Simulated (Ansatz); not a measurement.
# Zn: stress in a strained cell

Aim: deform Zn (equal xy, yz and zx engineering shear strains of -3 %) and compute stress, forces and field gradients with LAPW, PAW and all-electron datasets made for the crystal.

Method: DFT PBEsol, scalar-relativistic, in Ansatz 0.2.0.

## 1. The structure to begin with

It takes space group P6_3/mmc (No. 194, hexagonal). The conventional cell has a = 2.665 Å, b = 2.665 Å, c = 4.947 Å, α = 90.00°, β = 90.00°, γ = 120.00°. Zn (site symmetry -6m2) is surrounded by 12 Zn at 2.66 to 2.91 Å.

Structure file:

```
Zn
1.0
     2.66480    0.00000    0.00000
    -1.33240    2.30778    0.00000
     0.00000    0.00000    4.94670
Zn
2
Direct
  0.33333 0.66667 0.25000
  0.66667 0.33333 0.75000
```

Atoms are numbered in the order of the input: Zn1, Zn2.

## 2. After the deformation

Space group P6_3/mmc before, P-1 after.

## 3. Full-potential LAPW

File input.yaml:

```yaml
crystal:
  lattice:
    - [2.6647980532, -0.0399719708, -0.0399719708]
    - [-1.3670157688, 2.3277687954, -0.0146307568]
    - [-0.0742005, -0.0742005, 4.9467]
  atoms:
    - { symbol: Zn, position: [0.3333333333, 0.6666666667, 0.25] }
    - { symbol: Zn, position: [0.6666666667, 0.3333333333, 0.75] }
kpoints:
  mp_grid: { grid: [18, 18, 8] }
  band_path:
    path:
      - [0.0, 0.0, 0.0]
      - [0.0, 0.0, 0.5]
      - [-0.5, 0.5, 0.0]
      - [0.0, 0.0, 0.0]
      - [0.0, -0.5, 0.0]
      - [-0.5, 0.0, 0.5]
      - [0.0, 0.0, 0.0]
      - [-0.5, 0.0, 0.0]
      - [0.0, -0.5, 0.5]
    npoints: 5
scf:
  occupations: { method: fermi_dirac, width: 0.03 }
hamiltonian:
  xc: pbesol
  pseudopotentials: { kind: all_electron, lapw: { basis_error: 0.00025 } }
output:
  forces: true
  stress: true
  eigenvalues: true
```

On the command line:

```bash
$ ansatz run input.yaml --threads 1 --pin off --max-ram 3072MiB --backend cpu --events-out ev --progress --plain --runs-dir out
```

## 4. Frozen-core PAW

File input.yaml:

```yaml
crystal:
  lattice:
    - [2.6647980532, -0.0399719708, -0.0399719708]
    - [-1.3670157688, 2.3277687954, -0.0146307568]
    - [-0.0742005, -0.0742005, 4.9467]
  atoms:
    - { symbol: Zn, position: [0.3333333333, 0.6666666667, 0.25] }
    - { symbol: Zn, position: [0.6666666667, 0.3333333333, 0.75] }
kpoints:
  mp_grid: { grid: [18, 18, 8] }
scf:
  occupations: { method: fermi_dirac, width: 0.03 }
hamiltonian:
  xc: pbesol
  pseudopotentials: { kind: paw }
output:
  forces: true
  stress: true
  eigenvalues: true
  efg: { contact_densities: true }
  write_density: true
  write_potential: true
  elf: true
  volumetric_format: npy
```

## 5. Datasets made for this crystal

input.yaml, as its differences from that of step 4:

```diff
@@ -14,3 +14,3 @@
   xc: pbesol
-  pseudopotentials: { kind: paw }
+  pseudopotentials: { kind: all_electron, datasets: crystal }
 output:
@@ -20,5 +20 @@
   efg: { contact_densities: true }
-  write_density: true
-  write_potential: true
-  elf: true
-  volumetric_format: npy
```

(Steps that only read results are left out.)

What does the calculation give? Wanted: pressure; largest shear or deviatoric stress.

The runs gave:

| quantity | value |
| --- | --- |
| pressure | LAPW -5.15, PAW -5.17, crystal datasets -5.15 GPa |
| largest shear or deviatoric stress (LAPW) | 1.55 GPa |

What this shows: The largest part of the stress beyond the pressure is 1.55 GPa in size, in the xy component; the atoms are carried along and not relaxed. No run of the undeformed cell stands beside it, so the pressure holds what the given cell had before the change. PAW: stress within 0.02 GPa of LAPW. Crystal datasets: stress within 0.01 GPa of LAPW.
